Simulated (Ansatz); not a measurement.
# C12H10F2Si: how energies converge with the basis set

The task here is to estimate one member of a computed series from the others.

The runs use Ansatz 0.2.0, Gaussian basis; one geometry, several basis sets.

Plan: PBE0-D4/def2-SVP; ωB97M-V/def2-SVP; PBE0-D4/def2-QZVPP; ωB97M-V/def2-QZVPP; the functionals' def2-TZVPP values are taken from earlier runs.

## The relaxed structure

All runs share one geometry, relaxed beforehand with PBE0-D4 in a triple-zeta def2 set.

SMILES `F[Si](F)(c1ccccc1)c1ccccc1`, 25 atoms, charge 0, spin multiplicity 1.

Atoms are counted from 1 here; the program's logs count them from 0.

Bond lengths: F1–Si2 1.594 Å, Si2–F3 1.594 Å, Si2–C4 1.846 Å, Si2–C10 1.846 Å, C4–C5 1.397 Å, C4–C9 1.396 Å, C5–C6 1.385 Å, C5–H16 1.086 Å, C6–C7 1.388 Å, C6–H17 1.084 Å, C7–C8 1.387 Å, C7–H18 1.084 Å, C8–C9 1.386 Å, C8–H19 1.084 Å, C9–H20 1.085 Å, C10–C11 1.396 Å, C10–C15 1.397 Å, C11–C12 1.386 Å and more. Angles: F1–Si2–F3 105.2°, F1–Si2–C4 107.5°, F1–Si2–C10 111.3°, F3–Si2–C4 111.3°, F3–Si2–C10 107.5°, C4–Si2–C10 113.8°, Si2–C4–C5 120.2°, Si2–C4–C9 121.3°, C5–C4–C9 118.5°, C4–C5–C6 120.8°, C4–C5–H16 119.9°, C6–C5–H16 119.3°, C5–C6–C7 119.9°, C5–C6–H17 120.0°, C7–C6–H17 120.1°, C6–C7–C8 120.1°, C6–C7–H18 120.0°, C8–C7–H18 120.0° and more.

Set-up of the first run:

File in.yaml:

```yaml
crystal:
  periodic: [false, false, false]
  atoms:
    - {symbol: F, position_ang: [1.786268, -1.599169, 1.558780]}
    - {symbol: Si, position_ang: [0.907465, -1.286573, 0.265991]}
    - {symbol: F, position_ang: [1.132008, -2.531980, -0.703470]}
    - {symbol: C, position_ang: [-0.853462, -1.167358, 0.808367]}
    - {symbol: C, position_ang: [-1.810524, -0.594815, -0.032952]}
    - {symbol: C, position_ang: [-3.138119, -0.511982, 0.354501]}
    - {symbol: C, position_ang: [-3.527578, -0.998137, 1.594341]}
    - {symbol: C, position_ang: [-2.589519, -1.565087, 2.444459]}
    - {symbol: C, position_ang: [-1.262162, -1.648467, 2.053931]}
    - {symbol: C, position_ang: [1.518788, 0.217569, -0.613272]}
    - {symbol: C, position_ang: [2.341316, 0.115795, -1.737117]}
    - {symbol: C, position_ang: [2.804632, 1.252603, -2.380809]}
    - {symbol: C, position_ang: [2.450882, 2.508384, -1.909673]}
    - {symbol: C, position_ang: [1.631555, 2.627749, -0.796264]}
    - {symbol: C, position_ang: [1.168252, 1.490051, -0.155567]}
    - {symbol: H, position_ang: [-1.514156, -0.202061, -1.000826]}
    - {symbol: H, position_ang: [-3.869931, -0.065750, -0.309124]}
    - {symbol: H, position_ang: [-4.565722, -0.932051, 1.900062]}
    - {symbol: H, position_ang: [-2.893048, -1.941541, 3.414677]}
    - {symbol: H, position_ang: [-0.532987, -2.088100, 2.725938]}
    - {symbol: H, position_ang: [2.617429, -0.863041, -2.114225]}
    - {symbol: H, position_ang: [3.441705, 1.159232, -3.252928]}
    - {symbol: H, position_ang: [2.812531, 3.397680, -2.413596]}
    - {symbol: H, position_ang: [1.351948, 3.608696, -0.429338]}
    - {symbol: H, position_ang: [0.519231, 1.594151, 0.708613]}
basis:
  gaussian: {orbitals: def2-SVP}
hamiltonian: {xc: pbe0, dispersion: d4}
output: {orbitals: {seedname: orbitals}}
```

Started as:

```
$ ansatz run in.yaml --threads 11 --pin off --events-out ev --progress --plain --max-ram 174080MiB --backend cpu
```

Steps of the session up to this table: PBE0-D4 in def2-SVP; ωB97M-V in def2-SVP; PBE0-D4 in def2-QZVPP; ωB97M-V in def2-QZVPP.

One of the session's tables, all rows but one given; the rest of the session is left out.

| functional | basis | HOMO (eV) |
| --- | --- | --- |
| PBE0-D4 | def2-SVP | ? |
| PBE0-D4 | def2-TZVPP | -7.54 |
| PBE0-D4 | def2-QZVPP | -7.56 |
| ωB97M-V | def2-SVP | -9.61 |
| ωB97M-V | def2-TZVPP | -9.62 |
| ωB97M-V | def2-QZVPP | -9.63 |

Estimate the missing values for PBE0-D4, def2-SVP.

**Answer.** HOMO (eV): -7.53. In the column «HOMO (eV)» it is the highest.
